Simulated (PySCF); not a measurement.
# CH5Ge (SMILES [CH3][GeH2]): a first try and a second

Wanted: the energy of CH5Ge, DF-CCSD(T)/pc-0.

The results are computed with PySCF 2.14.0.

2 further runs of the same task are left out: 2 set aside as unsound or not needed.

## 1. The system as given

The species is CH5Ge (7 atoms), meant as a doublet with charge 0. SMILES: `[CH3][GeH2]`. Geometry: relaxed at PBE0-D4/def2-TZVP.

Bond lengths: C1–Ge2 1.960 Å, C1–H3 1.090 Å, C1–H4 1.090 Å, C1–H5 1.093 Å, Ge2–H6 1.546 Å, Ge2–H7 1.546 Å. Angles: C1–Ge2–H6 111.3°, C1–Ge2–H7 111.3°, Ge2–C1–H3 110.3°, Ge2–C1–H4 110.3°, Ge2–C1–H5 109.7°, H6–Ge2–H7 109.5°, H3–C1–H4 109.0°, H3–C1–H5 108.8°, H4–C1–H5 108.8°.

## 2. First attempt

File run.py:

```python
# [CH3][GeH2]
from pyscf import gto, cc

system = gto.M(
    atom='''
C       -0.247600      -0.809300      -0.206400
Ge       0.396000       0.824800       0.663000
H       -1.153200      -1.166400       0.283800
H        0.513100      -1.588100      -0.157000
H       -0.473200      -0.603400      -1.255600
H       -0.673100       1.940800       0.621200
H        1.699200       1.333700       0.005300
''',
    max_memory=1860,
    spin=1,
    verbose=3,
    basis='pc-0q',
)

calc0 = system.UHF()
calc0.max_cycle = 100
calc0.kernel()

mycc = cc.CCSD(calc0, frozen=10).density_fit()
mycc.kernel()
e_t = mycc.ccsd_t()
e_final = mycc.e_tot + e_t
print('E(%s) = %.9f' % ('DF-CCSD(T)', e_final))
dip = calc0.dip_moment()
pop, q = calc0.mulliken_pop()
```

Started as:

```sh
$ OMP_NUM_THREADS=1 python run.py
```

Standard output:

```text
pyscf.lib.exceptions.BasisNotFoundError: pc-0q
```

Run time: 0.48 s. Hardware: 1 thread of Arm Neoverse V2, shared host; peak memory 0.12 GiB.

## 3. What went wrong

The program refused the input.

The telling line is `pyscf.lib.exceptions.BasisNotFoundError: pc-0q`. The cause is that the input text is malformed or holds a word that the program doesn't know.

## 4. Second attempt

File calc.py:

```python
from pyscf import gto, cc

molecule = gto.M(
    atom='''
C       -0.247600      -0.809300      -0.206400
Ge       0.396000       0.824800       0.663000
H       -1.153200      -1.166400       0.283800
H        0.513100      -1.588100      -0.157000
H       -0.473200      -0.603400      -1.255600
H       -0.673100       1.940800       0.621200
H        1.699200       1.333700       0.005300
''',
    verbose=3,
    spin=1,
    max_memory=1860,
    basis='pc-0',
)

calc0 = molecule.UHF()
calc0.max_cycle = 100
calc0.kernel()

mycc = cc.CCSD(calc0, frozen=10).density_fit()
mycc.kernel()
e_t = mycc.ccsd_t()
etot = mycc.e_tot + e_t
print('E(%s) = %.9f' % ('DF-CCSD(T)', etot))
calc0.analyze()
```

Started as:

```sh
$ OMP_NUM_THREADS=1 python calc.py
```

Standard output:

```text
converged SCF energy = -2114.37502990279  <S^2> = 0.75178469  2S+1 = 2.0017839

WARN: Even tempered Gaussians are generated as DF auxbasis for  C Ge H

WARN: Even tempered Gaussians are generated as DF auxbasis for  C Ge H

E(UCCSD) = -2114.534334942502  E_corr = -0.1593050397116464
UCCSD(T) correction = -0.00287688389712866
E(DF-CCSD(T)) = -2114.537211826
**** MO energy ****
                             alpha | beta                alpha | beta
MO #1   energy= -405.199990792386  | -405.197457204052  occ= 1 | 1
MO #2   energy= -51.9848426873635  | -51.9824135492308  occ= 1 | 1
MO #3   energy= -46.3183069284835  | -46.3145171919279  occ= 1 | 1
MO #4   energy= -46.3157910266872  | -46.314330194766   occ= 1 | 1
MO #5   energy= -46.3155752472161  | -46.3130229538321  occ= 1 | 1
MO #6   energy= -11.2457822841626  | -11.2454467863716  occ= 1 | 1
MO #7   energy= -7.23797196040516  | -7.23076337376835  occ= 1 | 1
MO #8   energy= -5.24485288491749  | -5.23848070364322  occ= 1 | 1
MO #9   energy= -5.24146718997516  | -5.23839750644057  occ= 1 | 1
MO #10  energy= -5.24135904616151  | -5.23222858777397  occ= 1 | 1
MO #11  energy= -1.69649028425552  | -1.69339663873246  occ= 1 | 1
MO #12  energy= -1.69609786091019  | -1.69278954744199  occ= 1 | 1
MO #13  energy= -1.69586767685233  | -1.68961590837026  occ= 1 | 1
MO #14  energy= -1.69463111108071  | -1.68942001830541  occ= 1 | 1
MO #15  energy= -1.69455009759595  | -1.68899193467604  occ= 1 | 1
MO #16  energy= -0.95499601800421  | -0.947815826290915 occ= 1 | 1
MO #17  energy= -0.722124061785025 | -0.667594711862596 occ= 1 | 1
MO #18  energy= -0.568619245074752 | -0.56626665719901  occ= 1 | 1
MO #19  energy= -0.567827582857095 | -0.557588765261232 occ= 1 | 1
MO #20  energy= -0.454535881983346 | -0.440724191090235 occ= 1 | 1
MO #21  energy= -0.439875988804471 | -0.427914349383791 occ= 1 | 1
MO #22  energy= -0.307474664695395 | 0.068023786625192  occ= 1 | 0
MO #23  energy= 0.205077706250123  | 0.219755276188018  occ= 0 | 0
MO #24  energy= 0.22480292804781   | 0.251579347818795  occ= 0 | 0
MO #25  energy= 0.24231829543684   | 0.259675015939693  occ= 0 | 0
MO #26  energy= 0.285677659649511  | 0.288104658688596  occ= 0 | 0
MO #27  energy= 0.287875572917354  | 0.291944552472172  occ= 0 | 0
MO #28  energy= 0.294248486847091  | 0.310431792473988  occ= 0 | 0
MO #29  energy= 0.75256456219371   | 0.762603117387141  occ= 0 | 0
MO #30  energy= 0.761398448661271  | 0.763769268643617  occ= 0 | 0
MO #31  energy= 0.878641027112383  | 0.886620346094255  occ= 0 | 0
MO #32  energy= 0.955395978813317  | 0.96356535103445   occ= 0 | 0
MO #33  energy= 1.00823017115583   | 1.01111600057963   occ= 0 | 0
MO #34  energy= 1.20171948429247   | 1.20709156839326   occ= 0 | 0
MO #35  energy= 1.21114895384304   | 1.21237656288065   occ= 0 | 0
MO #36  energy= 1.21265658832484   | 1.21412553631387   occ= 0 | 0
MO #37  energy= 6.00087869963806   | 6.02503836550251   occ= 0 | 0
MO #38  energy= 6.0633851859318    | 6.06960137591654   occ= 0 | 0
MO #39  energy= 6.08415893140974   | 6.09043953502296   occ= 0 | 0
MO #40  energy= 34.8208376271701   | 34.821237904698    occ= 0 | 0
MO #41  energy= 898.536483876689   | 898.539210607038   occ= 0 | 0

To work with the spin densities directly, `use mulliken_meta_spin()` only printing them here.

 ** Mulliken spin pop alpha/beta on meta-lowdin orthogonal AOs **
 ** Mulliken Spin Density (per atom)  **
spin density of  0 C =     -0.00178
spin density of  1 Ge =      0.98682
spin density of  2 H =     -0.00099
spin density of  3 H =     -0.00102
spin density of  4 H =      0.02056
spin density of  5 H =     -0.00179
spin density of  6 H =     -0.00181
 ** Mulliken pop alpha/beta on meta-lowdin orthogonal AOs **
 ** Mulliken atomic charges   ( Nelec_alpha | Nelec_beta ) **
charge of  0C =     -0.49657  (     3.24740      3.24917 )
charge of  1Ge =      0.27024  (    16.35829     15.37147 )
charge of  2H =      0.12399  (     0.43751      0.43850 )
charge of  3H =      0.12404  (     0.43747      0.43849 )
charge of  4H =      0.12502  (     0.44777      0.42721 )
charge of  5H =     -0.07336  (     0.53578      0.53758 )
charge of  6H =     -0.07336  (     0.53578      0.53758 )
Dipole moment(X, Y, Z, Debye): -0.07741, -0.57432,  0.26847
```

Wall time 4.2 s (1 thread of Arm Neoverse V2, shared host); peak memory 0.15 GiB.

## 5. What came out

Level: DF-CCSD(T)/pc-0.

| quantity | value |
| --- | --- |
| total energy | -2114.53721 Eh |
| dipole moment (Hartree–Fock density) | 0.64 D |
| HOMO energy (Hartree–Fock orbitals) (highest over α and β) | -8.37 eV |
| LUMO energy (Hartree–Fock orbitals) (lowest over α and β) | 1.85 eV |
| correlation energy (10 core orbitals frozen) | -162.2 mEh |
| (T) correction | -2.88 mEh |
| ⟨S²⟩ of the reference determinant | 0.752 |
| T1 diagnostic | 0.005 |

The triples make up 1.8 % of the correlation energy.
